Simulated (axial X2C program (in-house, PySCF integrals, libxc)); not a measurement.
# CdF: bond curves with and without spin–orbit coupling

Aim: find the lowest determinant of CdF, scan the bond at several levels and fit the constants, once spin-free and once with spin–orbit coupling.

Program: an in-house X2C program for linear molecules on PySCF integrals. Level of theory: all-electron X2C, Cd dyall-v2z, F dyall-v2z. These are calculated values, not measurements.

### Step 1. Set-up

File task.json:

```json
{"zs": [48, 9], "q": 0, "bas": ["dyall-v2z", "dyall-v2z"], "levels": ["PBE0", "HF", "LDA", "TPSSh"], "cc": false, "r0": 2.0, "npts": 10, "nst": 2, "ntry": 6}
```

Keys: zs atomic numbers; q charge; bas basis sets; levels methods (HF also brings MP2); cc coupled cluster on or off; r0 starting distance in Å; npts points asked for on the curve; nst determinants followed; ntry starts of the search.

Command:

```
> python so2c.py task.json out
```

Spin-free means the one-electron spin-free X2C Hamiltonian; two-component (2c) means X2C with spin–orbit coupling and atomic mean-field two-electron Coulomb and Gaunt terms. Basis: Cd dyall-v2z contracted to [9s10p7d2f], F dyall-v2z contracted to [5s4p1d]; Gaussian nuclei, density fitting. Masses: Cd 113.903 u, F 18.998 u.

Notation: σ, π±, δ± give the projection m of an orbital's angular momentum (0, ±1, ±2), α and β its spin, Λ and M_S the sums; ω is the projection of a spinor's total angular momentum and Ω the sum. Logs are in hartree.

Further steps of the session: PBE0, spin-free; HF, spin-free; LDA, spin-free; TPSSh, spin-free; PBE0, 2c; HF, 2c; LDA, 2c; TPSSh, 2c.

Q: Predict the outcome of this session. Wanted: for each run, Hamiltonian; Re; ωe; De; μ.

As calculated:

Lowest determinant that the search found at its distance, spin-free: M_S = 1/2, Λ = 0 (beyond closed shells: σα).

Lowest determinant that the search found at its distance, 2c: Ω = 1/2 (excess of +ω over −ω: ω = 1/2).

```csv
Hamiltonian,level,Re (Å),ωe (cm⁻¹),De (eV),μ (D)
spin-free,PBE0,1.999,511,2.48,-3.70
spin-free,HF,1.994,543,1.53,-4.15
spin-free,MP2,1.988,541,2.31,n/a
spin-free,LDA,1.979,518,3.31,-3.28
spin-free,TPSSh,2.008,500,2.59,-3.57
2c,PBE0,2.000,511,2.48,-3.70
2c,HF,1.994,543,1.51,-4.15
2c,MP2,1.989,541,2.29,n/a
2c,LDA,1.979,518,3.30,-3.28
2c,TPSSh,2.008,500,2.59,-3.57
```

Dipoles are positive if F is the positive end.

What this shows: At MP2, going from spin-free to two-component changes Re by +1 mÅ, ωe by 0.0 %; the spin-free picture holds up (part of it comes from the scalar share of the two-electron terms). De moves by -0.01 eV; both De rest on single-determinant atoms, which can miss part of an open shell's spin–orbit lowering.

De refers to Cd + F, each in the lowest determinant found, which need not be this curve's own limit. Each curve is one determinant whose occupation by symmetry is held fixed; it was picked as the lowest of a PBE0 search that is not exhaustive. Dissociation energies refer to the lowest single-determinant-based atoms at the same level and basis. Density functionals use the spin component along the axis (collinear). The meta-GGAs lack a current-density term, which matters for open shells with orbital currents, atoms included.
